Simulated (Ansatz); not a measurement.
**C₃H₇GeN: one species, many methods**

Aim: compute C₃H₇GeN with functionals from several rungs and with coupled cluster. The yardstick is the atomisation energy at the CCSD(T) limit.

The runs use Ansatz 0.2.0, Gaussian basis; functionals in def2-TZVPP, the program's frozen cores in correlated methods.

Plan: PBE-D4, r2SCAN-D4, PBE0-D4, B3LYP-D4, ωB97X-V, ωB97M-V, B2PLYP; CCSD(T)/def2-TZVPP; MP2/def2-QZVPP; extrapolation to the limit.

### 1 Structure used throughout

An earlier PBE0-D4 in a triple-zeta def2 set relaxation fixed the geometry.

SMILES `C=[C]1[CH2][GeH]1[NH2]`, 12 atoms, charge 0, spin multiplicity 1.

Atoms are counted from 1 here; the program's logs count them from 0.

Bond lengths: C1–C2 1.319 Å, C1–H6 1.089 Å, C1–H7 1.085 Å, C2–C3 1.508 Å, C2–Ge4 1.898 Å, C3–Ge4 1.969 Å, C3–H8 1.089 Å, C3–H9 1.089 Å, Ge4–N5 1.832 Å, Ge4–H10 1.525 Å, N5–H11 1.011 Å, N5–H12 1.011 Å. Angles: C2–C1–H6 121.3°, C2–C1–H7 121.7°, H6–C1–H7 117.0°, C1–C2–C3 136.6°, C1–C2–Ge4 153.7°, C3–C2–Ge4 69.6°, C2–C3–Ge4 64.6°, C2–C3–H8 116.7°, C2–C3–H9 116.7°, Ge4–C3–H8 119.6°, Ge4–C3–H9 118.6°, H8–C3–H9 112.6°, C2–Ge4–C3 45.9°, C2–Ge4–N5 119.0°, C2–Ge4–H10 122.6°, C3–Ge4–N5 123.2°, C3–Ge4–H10 119.6°, N5–Ge4–H10 111.8° and more.

### 2 PBE-D4 (GGA)

Contents of in.yaml:

```yaml
crystal:
  periodic: [false, false, false]
  atoms:
    - {symbol: C, position_ang: [-1.106065, 1.286632, 1.330763]}
    - {symbol: C, position_ang: [-0.238102, 0.495793, 0.729428]}
    - {symbol: C, position_ang: [0.358000, -0.867398, 0.976706]}
    - {symbol: Ge, position_ang: [0.919055, 0.009823, -0.694732]}
    - {symbol: N, position_ang: [0.195779, -0.392410, -2.329535]}
    - {symbol: H, position_ang: [-1.573703, 1.002283, 2.272465]}
    - {symbol: H, position_ang: [-1.386575, 2.247672, 0.912734]}
    - {symbol: H, position_ang: [-0.325387, -1.714368, 0.936827]}
    - {symbol: H, position_ang: [1.076496, -0.946747, 1.791462]}
    - {symbol: H, position_ang: [2.338507, 0.553002, -0.821276]}
    - {symbol: H, position_ang: [-0.803476, -0.540941, -2.286345]}
    - {symbol: H, position_ang: [0.622373, -1.188538, -2.784397]}
basis:
  gaussian: {orbitals: def2-TZVPP}
hamiltonian: {xc: pbe, dispersion: d4}
output: {forces: true, orbitals: {seedname: orbitals}}
```

Launch:

```sh
$ ansatz run in.yaml --threads 4 --pin off --events-out ev --progress --plain --max-ram 10444MiB
```

Further steps of the session: r2SCAN-D4 (meta-GGA); PBE0-D4 (hybrid); B3LYP-D4 (hybrid); ωB97X-V (range-separated); ωB97M-V (range-separated); B2PLYP (double hybrid); CCSD(T) in def2-TZVPP; MP2 in def2-QZVPP.

**Question.** What will the summary of the whole plan be? Wanted: atomisation energy, CCSD(T)/CBS; farthest; mean size of error, hybrid; mean size of error, range-separated; gap, smallest and largest; T1 diagnostic; triples share of the correlation energy.

**Answer**, as computed:

```
                               quantity                                           value
        atomisation energy, CCSD(T)/CBS                                       45.929 eV
    functionals within 0.459 eV (1.0 %)  r2SCAN-D4, PBE0-D4, B3LYP-D4, ωB97X-V, ωB97M-V
                               farthest                              PBE-D4 (+1.140 eV)
             mean size of error, hybrid                                        0.146 eV
    mean size of error, range-separated                                        0.050 eV
              gap, smallest and largest            3.94 eV (PBE-D4), 10.50 eV (ωB97X-V)
                          T1 diagnostic                                          0.0116
triples share of the correlation energy                                           4.3 %
```

What this shows: PBE-D4 misses by +1.140 eV. Double hybrids carry the basis error of their MP2 part in triple zeta, and no dispersion term here, so their miss is partly the set-up's. The reference freezes the cores and leaves out relativity and excitations past (T), and its outer-core shells are covered unevenly, so misses under about 0.459 eV can't be ranked. Hartree-Fock recovers 70 % of the binding; the rest is correlation. The gap grows from 3.9 to 10.5 eV across the functionals, mostly with the share of exact exchange. Correlated methods include outer-core shells of Ge, which these sets cover unevenly.
